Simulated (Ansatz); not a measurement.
The system is Hf2Pd2Se2Br2O3.

```xyz
11
Lattice="5.7607 0.0050 -0.0029 -0.5275 5.8466 0.0341 -1.4844 -0.9264 6.6459" Properties=species:S:1:pos:R:3 pbc="T T T"
Hf    3.5658    1.9949    2.3367
Hf    0.5362    2.1009    3.9624
Pd    3.9042   -0.0043    5.6409
Pd    0.4456    4.9498    2.4142
Se    2.0523    1.4944    6.2402
Se    2.4066    4.0824    3.5487
Br    4.1617    5.6554    1.0519
Br   -0.4152    4.0015    5.7576
O     4.5038    1.1491    3.9299
O     1.7546    1.0574    2.7229
O    -0.4225    3.0696    2.4575
```

The cell was built by a generator and needn't be a form met in nature.

Base run:

```yaml
Program: Ansatz 0.2.0
Functional: PBE
Potentials_or_basis: Ansatz PAW
Cutoff: "420 eV (not typed: the program's choice for these potentials)"
k_mesh: 5 × 5 × 4
Occupations: fermi-dirac, width 0.05 eV
Spin: no spin polarisation
Hubbard_terms: Hf d U = 6 eV, Pd d U = 6 eV
```

Its results: band gap on the k mesh 0.58 eV, indirect (least direct gap 0.63 eV); pressure 3.5 GPa; largest force 0.471 eV/Å.

The run is repeated on the same cell with these changes: hubbard terms from Hf d U = 6 eV, Pd d U = 6 eV to Hf d U = 4 eV, Pd d U = 4 eV. What comes out?

Band gap on the k mesh 0.57 eV, indirect (least direct gap 0.62 eV); pressure 2.2 GPa; largest force 0.297 eV/Å.

Caveats: odd divisions of the mesh miss points on the zone boundary, where band edges often lie, so the gap on the mesh can be too wide; spin-orbit coupling is left out, which moves the levels of the heavy elements.

A k mesh can miss the band edges.
